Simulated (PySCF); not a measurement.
# CH4ClFOSi (SMILES C[Si](O)(F)Cl) at 6 levels

We compute a comparison of 6 runs (HF/STO-3G, HF/def2-SVP, B3LYP/6-31G*, MP2/STO-3G, CCSD(T)/def2-SVP) of CH4ClFOSi. Input form: a Python script.

Program for the calculation: PySCF 2.14.0.

## 1. The structure to begin with

CH4ClFOSi has 9 atoms, charge 0, and is taken as a singlet. SMILES: `C[Si](O)(F)Cl`. Geometry: relaxed at PBE0-D4/def2-TZVP. This is one conformer, not always the lowest.

Bond lengths: C1–Si2 1.834 Å, Si2–O3 1.623 Å, Si2–F4 1.591 Å, Si2–Cl5 2.049 Å, C1–H6 1.091 Å, C1–H7 1.091 Å, C1–H8 1.092 Å, O3–H9 0.958 Å. Some angles: C1–Si2–O3 109.4°, C1–Si2–F4 110.3°, C1–Si2–Cl5 112.0°, O3–Si2–F4 109.9°, O3–Si2–Cl5 110.0°, F4–Si2–Cl5 105.2°, Si2–C1–H6 110.4°, Si2–C1–H7 110.5°, Si2–C1–H8 110.0°, Si2–O3–H9 119.2°.

## 2. Energy and gradient at HF/STO-3G (run 1)

The input, mol.xyz:

```xyz
9
CH4ClFOSi
C     -1.142400    -0.178600     0.512200
Si     0.561300     0.218400    -0.038000
O      1.048100    -0.886600    -1.122500
F      1.553300     0.230300     1.206200
Cl     0.689400     2.097500    -0.845100
H     -1.833600    -0.141900    -0.331500
H     -1.476300     0.534700     1.267700
H     -1.171800    -1.182300     0.942400
H      1.860700    -0.738000    -1.608600
```

The input, input.py:

```python
from pyscf import gto, scf

mol = gto.M(
    atom='mol.xyz',
    basis='sto-3g',
    spin=0,
    max_memory=1860,
    charge=0,
    verbose=4,
)

myscf = scf.RHF(mol)
myscf.conv_tol = 1e-10
myscf.kernel()
if not myscf.converged:
    myscf = myscf.newton().run(myscf.mo_coeff, myscf.mo_occ)

e_tot = myscf.e_tot
print('Final energy', e_tot)
grad = myscf.nuc_grad_method().kernel()
dip = myscf.dip_moment()
pop, q = myscf.mulliken_pop()
```

On the command line:

```bash
$ OMP_NUM_THREADS=1 python input.py
```

Standard output:

```text
PySCF version 2.14.0

[... 63 lines left out ...]
converged SCF energy = -951.921024242502
Final energy -951.9210242425019
[... 11 lines left out ...]
Dipole moment(X, Y, Z, Debye): -0.29374, -1.90243,  0.38919
[... 8 lines left out ...]
pop of  1 Si 3s           1.04022
pop of  1 Si 2px          1.96595
pop of  1 Si 2py          1.96124
pop of  1 Si 2pz          1.96470
pop of  1 Si 3px          0.70495
pop of  1 Si 3py          0.55810
pop of  1 Si 3pz          0.58551
pop of  2 O 1s            1.99755
pop of  2 O 2s            1.81543
pop of  2 O 2px           1.43722
pop of  2 O 2py           1.67226
pop of  2 O 2pz           1.58366
pop of  3 F 1s            1.99913
pop of  3 F 2s            1.95660
pop of  3 F 2px           1.77473
pop of  3 F 2py           1.93278
pop of  3 F 2pz           1.66611
pop of  4 Cl 1s           1.99998
pop of  4 Cl 2s           1.99901
pop of  4 Cl 3s           1.98281
pop of  4 Cl 2px          1.99949
pop of  4 Cl 2py          1.99279
pop of  4 Cl 2pz          1.99824
pop of  4 Cl 3px          1.97304
pop of  4 Cl 3py          1.58173
pop of  4 Cl 3pz          1.90099
pop of  5 H 1s            0.92435
pop of  6 H 1s            0.92613
pop of  7 H 1s            0.92598
pop of  8 H 1s            0.79959
 ** Mulliken atomic charges  **
charge of    0C =     -0.39355
charge of    1Si =      1.23313
charge of    2O =     -0.50611
charge of    3F =     -0.32935
charge of    4Cl =     -0.42807
charge of    5H =      0.07565
charge of    6H =      0.07387
charge of    7H =      0.07402
charge of    8H =      0.20041
```

Run time: 1.8 s. Hardware: 1 thread of Arm Neoverse V2, shared host; peak memory 0.12 GiB.

## 3. Energy and forces at HF/def2-SVP (run 2)

The input, job.py:

```python
import pyscf.grad
from pyscf import gto

mol = gto.M(
    atom=[
    ('C', (-1.142400, -0.178600, 0.512200)),
    ('Si', (0.561300, 0.218400, -0.038000)),
    ('O', (1.048100, -0.886600, -1.122500)),
    ('F', (1.553300, 0.230300, 1.206200)),
    ('Cl', (0.689400, 2.097500, -0.845100)),
    ('H', (-1.833600, -0.141900, -0.331500)),
    ('H', (-1.476300, 0.534700, 1.267700)),
    ('H', (-1.171800, -1.182300, 0.942400)),
    ('H', (1.860700, -0.738000, -1.608600)),
],
    verbose=3,
    max_memory=1860,
    spin=0,
    basis='def2-svp',
)

mf = mol.RHF()
mf.conv_tol = 1e-10
mf.kernel()
if not mf.converged:
    mf = mf.newton().run(mf.mo_coeff, mf.mo_occ)

e_tot = mf.e_tot
print(f'total energy: {e_tot:.8f} hartree')
grad = mf.Gradients().kernel()
mf.analyze()
```

On the command line:

```bash
$ OMP_NUM_THREADS=1 python job.py
```

Standard output:

```text
converged SCF energy = -962.71351849273
[... 17 lines left out ...]
MO #8   energy= -8.02683775359622  occ= 2
[... 8 lines left out ...]
MO #17  energy= -0.96203027008976  occ= 2
[... 8 lines left out ...]
MO #26  energy= -0.541413606099202 occ= 2
[... 8 lines left out ...]
MO #35  energy= 0.262565838033949  occ= 0
[... 8 lines left out ...]
MO #44  energy= 0.674892449368959  occ= 0
[... 8 lines left out ...]
MO #53  energy= 0.988442771676363  occ= 0
[... 8 lines left out ...]
MO #62  energy= 1.24094672774328   occ= 0
[... 8 lines left out ...]
MO #71  energy= 1.69828453510153   occ= 0
[... 8 lines left out ...]
MO #80  energy= 2.25599421963756   occ= 0
[... 8 lines left out ...]
MO #89  energy= 3.25863966159148   occ= 0
[... 8 lines left out ...]
MO #98  energy= 4.07811478198207   occ= 0
[... 10 lines left out ...]
Dipole moment(X, Y, Z, Debye): -0.51346, -0.75575, -0.71740
```

Wall time 6.9 s (1 thread of Arm Neoverse V2, shared host); peak memory 0.21 GiB.

Runs 3 to 5 aren't shown in full; the table further down has their settings and results.

## 4. The energy at CCSD(T)/def2-SVP (run 6)

The input, job.py:

```python
# C[Si](O)(F)Cl
from pyscf import gto, cc

mol = gto.M(
    atom='''
C   -1.142400  -0.178600   0.512200
Si   0.561300   0.218400  -0.038000
O    1.048100  -0.886600  -1.122500
F    1.553300   0.230300   1.206200
Cl   0.689400   2.097500  -0.845100
H   -1.833600  -0.141900  -0.331500
H   -1.476300   0.534700   1.267700
H   -1.171800  -1.182300   0.942400
H    1.860700  -0.738000  -1.608600
''',
    basis='def2-svp',
    spin=0,
    max_memory=1860,
    charge=0,
    verbose=4,
)

mf = mol.RHF()
mf.conv_tol = 1e-10
mf.kernel()
if not mf.converged:
    mf = mf.newton().run(mf.mo_coeff, mf.mo_occ)

mycc = cc.CCSD(mf, frozen=13)
mycc.kernel()
e_t = mycc.ccsd_t()
etot = mycc.e_tot + e_t
print('E(%s) = %.9f' % ('CCSD(T)', etot))
dip = mf.dip_moment()
pop, q = mf.mulliken_pop()
```

On the command line:

```bash
$ OMP_NUM_THREADS=1 python job.py
```

Standard output:

```text
PySCF version 2.14.0

[... 65 lines left out ...]
converged SCF energy = -962.71351849273
[... 12 lines left out ...]
Init t2, MP2 energy = -963.451439537382  E_corr(MP2) -0.737921044652369
[... 11 lines left out ...]
CCSD converged
[... 3 lines left out ...]
Dipole moment(X, Y, Z, Debye): -0.51346, -0.75575, -0.71740
[... 69 lines left out ...]
pop of  4 Cl 3py          0.64688
pop of  4 Cl 3pz          0.72099
pop of  4 Cl 4px          1.19722
pop of  4 Cl 4py          0.99180
pop of  4 Cl 4pz          1.16124
pop of  4 Cl 3dxy         0.00280
pop of  4 Cl 3dyz         0.00715
pop of  4 Cl 3dz^2        0.00222
pop of  4 Cl 3dxz         0.00053
pop of  4 Cl 3dx2-y2      0.00811
pop of  5 H 1s            0.73663
pop of  5 H 2s            0.15612
pop of  5 H 2px           0.01110
pop of  5 H 2py           0.00402
pop of  5 H 2pz           0.01269
pop of  6 H 1s            0.73743
pop of  6 H 2s            0.15716
pop of  6 H 2px           0.00673
pop of  6 H 2py           0.01009
pop of  6 H 2pz           0.01093
pop of  7 H 1s            0.73566
pop of  7 H 2s            0.15633
pop of  7 H 2px           0.00543
pop of  7 H 2py           0.01616
pop of  7 H 2pz           0.00629
pop of  8 H 1s            0.65441
pop of  8 H 2s            0.04359
pop of  8 H 2px           0.03402
pop of  8 H 2py           0.01652
pop of  8 H 2pz           0.02338
 ** Mulliken atomic charges  **
charge of    0C =     -0.39364
charge of    1Si =      1.28070
charge of    2O =     -0.52932
charge of    3F =     -0.45684
charge of    4Cl =     -0.36622
charge of    5H =      0.07944
charge of    6H =      0.07766
charge of    7H =      0.08013
charge of    8H =      0.22808
```

Wall time 68 s (1 thread of Arm Neoverse V2, shared host); peak memory 0.6 GiB.

## 5. Overview of the runs

```csv
run,level,integration grid,Cartesian functions,energy (Eh),dipole moment (D) of the reference,HOMO energy (eV),LUMO energy (eV),wall time
1,HF/STO-3G,–,no,-951.921024,1.96,-10.34,9.79,1.8 s
2,HF/def2-SVP,–,no,-962.713518,1.16,-12.63,4.38,6.9 s
3,B3LYP/6-31G* (spherical functions),5,no,-965.437028,1.23,-8.82,1.03,40 s
4,B3LYP/6-31G* (Cartesian functions),5,yes,-965.445489,1.22,-8.83,0.98,42 s
5,MP2/STO-3G,–,no,-952.057511,1.96,-10.34,9.79,2.5 s
6,CCSD(T)/def2-SVP,–,no,-963.505547,1.16,-12.63,4.38,68 s
```

## 6. Results

```
                                           quantity          value
                                run 6: total energy  -963.50555 Eh
        run 6: dipole moment (Hartree–Fock density)         1.16 D
         run 6: HOMO energy (Hartree–Fock orbitals)      -12.63 eV
         run 6: LUMO energy (Hartree–Fock orbitals)        4.38 eV
       run 6: HOMO–LUMO gap (Hartree–Fock orbitals)       17.01 eV
run 6: correlation energy (13 core orbitals frozen)     -792.0 mEh
                              run 6: (T) correction     -15.88 mEh
                               run 6: T1 diagnostic          0.010
```

Over runs 1, 2, 3, 4 the dipole moment (its size) runs from 1.16 D (HF/def2-SVP) to 1.96 D (HF/STO-3G). Over runs 1, 2, 3, 4 the HOMO–LUMO gap runs from 9.81 eV (B3LYP/6-31G*) to 20.12 eV (HF/STO-3G). The two ends differ in method and basis. In runs 1, 5 the basis is minimal, so the values are rough. All runs together took 2.7 min, the longest 68 s.
